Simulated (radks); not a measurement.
# B⁺ inside a hard spherical wall

An exercise on one series of results from a longer session: the logs are not shown, and one member is left open.

Method: scalar-relativistic Kohn-Sham, LDA (Slater exchange, VWN5 correlation), spin-polarised, spherical densities, point nucleus. Code: radks (a radial shooting solver on a logarithmic mesh, Libxc functionals) version 1.

## What is computed

* element: boron (Z = 5)
* charge: +1
* electrons: 4
* configuration: [He] 2s2

Outer shells as boxes (Hund's rule):

B⁺
```
[He] core
2s [↑↓]
```

Set-up of the first run:

Settings of this run:

```text
Z 5
configuration [He] 2s2 2p0 3s0 3d0
relativity scalar-relativistic
functional lda,vwn5
spin polarised
nucleus point
c 137.035999084
```

Among the steps run: The free atom; Wall at 15 bohr; Wall at 12 bohr; Wall at 10 bohr; Wall at 5 bohr; Wall at 4 bohr; Wall at 3.5 bohr; Wall at 3 bohr; Wall at 1.5 bohr.

One table of the session follows, with a row left open; its other results are not shown here.

```
R (bohr)  E − E(free) (eV)  ε(2p, empty) (eV)  ε(3s, empty) (eV)  ε(3d, empty) (eV)
    free             0.000            -13.457             -4.242             -2.127
      15             0.000            -13.457             -4.239             -2.088
      12             0.000            -13.457             -4.203             -1.969
      10             0.000            -13.457             -4.064             -1.735
       5             0.166            -13.107              3.395              3.300
       4                 ?                  ?                  ?                  ?
     3.5             2.834            -10.309             24.823             14.231
       3             7.076             -7.163             43.888             23.245
     1.5            138.56             48.609             330.00             144.24
```

**Question.** Estimate the row for R (bohr) = 4.

Worked estimate for «E − E(free) (eV)». A straight line through the neighbours (5, 0.166) and (3.5, 2.834) gives 0.166 + (2.834 − 0.166) × (4 − 5) / (3.5 − 5) = 1.945; a parabola fitted to 4 rows on both sides gives 2.465.

**Answer.** E − E(free) (eV): 1.125; ε(2p, empty) (eV): -11.902; ε(3s, empty) (eV): 13.932; ε(3d, empty) (eV): 8.854. In «E − E(free) (eV)» the line misses by +0.820 and the parabola by +1.340. The values bend between the rows more than so simple an estimate can follow.

In words: Eigenvalues are for spin up. At the tightest wall, 1.5 bohr, the energy stands 138.56 eV above the free atom and the pressure, −dE/dV, is 12340 GPa. Of the levels in the table that exist at both ends, 3s (empty) rises most from the free atom (334.24 eV). From R = 1.5 bohr inwards the highest occupied level lies above zero, pushed up by confinement. Shells are not refilled when levels cross, and a hard wall is a model, not a crystal.
